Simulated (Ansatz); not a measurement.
# MnSe (Fm-3m): equation of state with a fit

Where is the equilibrium volume of MnSe (Fm-3m), and how stiff is it? A script is to give an equation of state with a fit; the system is MnSe (Fm-3m).

The COD entry's cell or inner coordinates are ideal or old and differ from later refinements, so a difference from it is no clean test against experiment.

Computed with Ansatz 0.2.0, driven from Python. Level of theory: DFT PBEsol+U, plane waves, PAW.

**1. The structure**

The structure is cubic, space group Fm-3m (No. 225). The conventional cell has a = 5.440 Å, b = 5.440 Å, c = 5.440 Å, α = 90.00°, β = 90.00°, γ = 90.00°. Mn (site symmetry m-3m) has 6 Se at 2.72 Å as nearest neighbours. Se (site symmetry m-3m) is surrounded by 6 Mn at 2.72 Å.

The script holds or builds the structure itself.

**2. The script**

The input, eos_mnse.py:

```python
"""Bulk modulus of MnSe from an E(V) curve."""

import argparse

import ansatz as az
import numpy as np

parser = argparse.ArgumentParser(description="Bulk modulus of MnSe from an E(V) curve.")
parser.add_argument("--ecut", type=float, required=True, help="basis")
parser.add_argument("--sigma", type=float, required=True, help="smearing width (eV)")
parser.add_argument("--kmesh", type=int, nargs=3, default=[9, 9, 9], help="k-point sampling")
args = parser.parse_args()

vectors0 = np.array([
    [0.0, 2.72, 2.72],
    [2.72, 0.0, 2.72],
    [2.72, 2.72, 0.0],
])
sites = [
    ("Mn", (0.0, 0.0, 0.0), 2.8),
    ("Se", (0.5, 0.5, 0.5), 0.0),
]


def make_crystal(cell):
    crystal = az.Crystal(lattice=az.Lattice.of(cell))
    for symbol, position, moment in sites:
        crystal = crystal.atom(symbol, position, moment=moment or None)
    return crystal

# scale the volume, keep shape and fractions
volumes, energies, pressures = [], [], []
for scale in np.linspace(0.88, 1.12, 7):
    cell = vectors0 * scale ** (1 / 3)
    model = (
        make_crystal(cell).calculation()
        .functional(az.Functional.PBESOL)
        .pseudopotentials("paw")
        .spin(az.SpinTreatment.COLLINEAR)
        .basis(args.ecut)
        .occupations(az.OccupationsMethod.FERMI_DIRAC, width=args.sigma)
        .hubbard("Mn", "d", u_eff=4.5)
        .kpoints(*args.kmesh)
        .stress()
    )
    data = model.run(threads=1, backend="cpu").report
    volumes.append(abs(np.linalg.det(cell)) / len(sites))
    energies.append(data["free_energy_ev"] / len(sites))
    pressures.append(np.trace(data["stress_gpa"]) / 3)
    print(f"V = {volumes[-1]:8.4f} A^3/atom  F = {energies[-1]:.5f} eV/atom  P = {pressures[-1]:8.3f} GPa")

# third-order Birch-Murnaghan: a cubic in V^(-2/3)
x = np.array(volumes) ** (-2 / 3)
poly = np.polynomial.Polynomial.fit(x, energies, 3).convert()
roots = poly.deriv().roots()
x0 = min((r.real for r in roots if abs(r.imag) < 1e-9 and poly.deriv(2)(r.real) > 0), key=lambda r: abs(r - x.mean()))
v0 = x0 ** -1.5
b0 = 4 / 9 * poly.deriv(2)(x0) * v0 ** (-7 / 3) * 160.21766
b1 = 4 + 2 / 3 * x0 * poly.deriv(3)(x0) / poly.deriv(2)(x0)
print(f"V0 = {v0:.4f} A^3/atom, B0 = {b0:.1f} GPa, dB/dP = {b1:.2f}")
```

**3. What the engine is handed**

The engine receives this input (first run):

```yaml
crystal:
  lattice:
    - [0.0, 2.6065324022421548, 2.6065324022421548]
    - [2.6065324022421548, 0.0, 2.6065324022421548]
    - [2.6065324022421548, 2.6065324022421548, 0.0]
  atoms:
    - { symbol: Mn, position: [0.0, 0.0, 0.0], spin: 2.8 }
    - { symbol: Se, position: [0.5, 0.5, 0.5] }
basis:
  ecutwfc: 450.0
kpoints:
  mp_grid:
    grid: [9, 9, 9]
hamiltonian:
  xc: pbesol
  pseudopotentials:
    kind: paw
  hubbard:
    - { species: Mn, l: d, u_eff: 4.5 }
magnetization:
  spin_polarized: true
scf:
  occupations:
    method: fermi_dirac
    width: 0.1
output:
  stress: true
```

**4. Launch**

Launch:

```sh
$ python eos_mnse.py --ecut 450.0 --sigma 0.1
```

The program printed:

```text
V =  17.7088 A^3/atom  F = -4646.15894 eV/atom  P =   15.223 GPa
V =  18.5138 A^3/atom  F = -4646.22161 eV/atom  P =    9.885 GPa
V =  19.3187 A^3/atom  F = -4646.25984 eV/atom  P =    5.484 GPa
V =  20.1236 A^3/atom  F = -4646.27811 eV/atom  P =    1.913 GPa
V =  20.9286 A^3/atom  F = -4646.28019 eV/atom  P =   -0.983 GPa
V =  21.7335 A^3/atom  F = -4646.26915 eV/atom  P =   -3.333 GPa
V =  22.5385 A^3/atom  F = -4646.24745 eV/atom  P =   -5.238 GPa
V0 = 20.6383 A^3/atom, B0 = 72.0 GPa, dB/dP = 4.27
```

Wall time 38 s (1 thread of Arm Neoverse V2, shared host); peak memory 0.49 GiB.

**5. Inputs of later runs**

The engine's inputs for some of the other runs:

Run 2, against run 1:

```diff
@@ -3,3 +3,3 @@
-    - [0.0, 2.6065324022421548, 2.6065324022421548]
-    - [2.6065324022421548, 0.0, 2.6065324022421548]
-    - [2.6065324022421548, 2.6065324022421548, 0.0]
+    - [0.0, 2.6454416073152887, 2.6454416073152887]
+    - [2.6454416073152887, 0.0, 2.6454416073152887]
+    - [2.6454416073152887, 2.6454416073152887, 0.0]
```

Run 6, against run 1:

```diff
@@ -3,3 +3,3 @@
-    - [0.0, 2.6065324022421548, 2.6065324022421548]
-    - [2.6065324022421548, 0.0, 2.6065324022421548]
-    - [2.6065324022421548, 2.6065324022421548, 0.0]
+    - [0.0, 2.7906807449763695, 2.7906807449763695]
+    - [2.7906807449763695, 0.0, 2.7906807449763695]
+    - [2.7906807449763695, 2.7906807449763695, 0.0]
```

Run 7, against run 1:

```diff
@@ -3,3 +3,3 @@
-    - [0.0, 2.6065324022421548, 2.6065324022421548]
-    - [2.6065324022421548, 0.0, 2.6065324022421548]
-    - [2.6065324022421548, 2.6065324022421548, 0.0]
+    - [0.0, 2.824716791407001, 2.824716791407001]
+    - [2.824716791407001, 0.0, 2.824716791407001]
+    - [2.824716791407001, 2.824716791407001, 0.0]
```

A comment line of the script is reworded here; the code is as run.

**6. The runs side by side**

The 7 runs, in the order started:

| run | volume (Å³/atom) | energy from run 5 (meV/atom) | pressure (GPa) | moment (μB/cell) | SCF cycles | CPU time (s) |
| --- | --- | --- | --- | --- | --- | --- |
| 1 | 17.709 | 121.25 | 15.22 | 4.99 | 12 | 5.5 |
| 2 | 18.514 | 58.58 | 9.88 | 5.00 | 12 | 5.1 |
| 3 | 19.319 | 20.35 | 5.48 | 5.00 | 12 | 5.2 |
| 4 | 20.124 | 2.08 | 1.91 | 5.00 | 11 | 4.7 |
| 5 | 20.929 | 0.00 | -0.98 | 5.00 | 11 | 4.7 |
| 6 | 21.734 | 11.04 | -3.33 | 5.00 | 11 | 4.9 |
| 7 | 22.538 | 32.75 | -5.24 | 5.00 | 12 | 6 |

Energies are free energies F = E - TS of the smeared occupations. 

**7. Summary of results**

```
                      quantity            value
                 runs compared                7
               range of energy  121.25 meV/atom
lowest point, volume (Å³/atom)           20.929
      equilibrium volume (fit)    20.64 Å³/atom
            bulk modulus (fit)           72 GPa
```

What this shows: A third-order Birch-Murnaghan fit through the 7 points has its minimum at 20.64 Å³ an atom, 2.6 % above the typed cell, with a bulk modulus of 72 GPa and dB/dP = 4.3. From that minimum the energy rises by 122.2 meV an atom on the compressed side and 33.7 meV on the expanded side. Other magnetic orders than the one started from may lie lower. With one magnetic atom the cell can hold only ferromagnetic order. Of the deposited cell: the entry's cell lengths or inner coordinates differ somewhat from later room-temperature determinations. Pressure is positive in compression.
